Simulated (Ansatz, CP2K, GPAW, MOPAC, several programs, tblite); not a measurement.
# What cheap methods get right for PbS

How much accuracy does each second buy? PbS is computed with 10 methods, from the cheapest up to r2SCAN.

Computed with MOPAC, tblite, CP2K, GPAW, Ansatz (versions at each run) (no spin polarisation, static lattice; gaps from single points on the cell relaxed beforehand with r²SCAN+rVV10, unless a step's input says otherwise).

## Step 1: The structure to begin with

The structure is tetragonal, space group I4/mmm (No. 139). The conventional cell has a = 4.199 Å, b = 4.199 Å, c = 5.955 Å, α = 90.00°, β = 90.00°, γ = 90.00°. Pb (site symmetry 4/mmm) has 6 S at 2.97 to 2.98 Å as nearest neighbours. S (site symmetry 4/mmm) is surrounded by 6 Pb at 2.97 to 2.98 Å.

Structure file:

```xyz
4
Lattice="2.9547 -2.9689 0.2885 2.9547 2.9689 0.2885 -0.5836 0.0000 5.9262" Properties=species:S:1:pos:R:3 pbc="T T T"
Pb    3.9943    0.0000    4.8774
Pb    1.3315    0.0000    1.6258
S     1.0401    0.0000    4.5891
S     4.2857    0.0000    1.9141
```

**Question.** The methods are PM6, PM7, GFN1-xTB (tblite), GFN2-xTB (tblite), PBE/DZVP, PBE/single-zeta, PBE/SZV, coarse PBE, PBE, r2SCAN. What gap does r2SCAN give on this cell, and which other methods (full PBE left aside) come nearest to r2SCAN and farthest in gap?

```
                                      quantity                                         value
                                        r2SCAN                                   gap 0.63 eV
gap: nearest and farthest of the other methods  GFN2-xTB (tblite) (+0.14 eV), PM7 (+6.41 eV)
```

**Reading.** For the gap, of the 8 methods compared (full PBE left aside), GFN2-xTB (tblite) comes nearest to r2SCAN and PM7 is farthest. A minimal basis or a coarse cutoff and mesh shifts results by its own error, so closeness to r2SCAN can be chance. Cluster runs see only the k-points that fold onto the zone centre, so their gaps can miss the band edges. No r2SCAN modulus is at hand, so moduli aren't ranked. CPU times run from 0.93 s (GFN1-xTB (tblite)) to 16 s (r2SCAN). r2SCAN is a yardstick, not the truth: it usually gives gaps below the measured ones. Spin-orbit coupling is left out throughout.
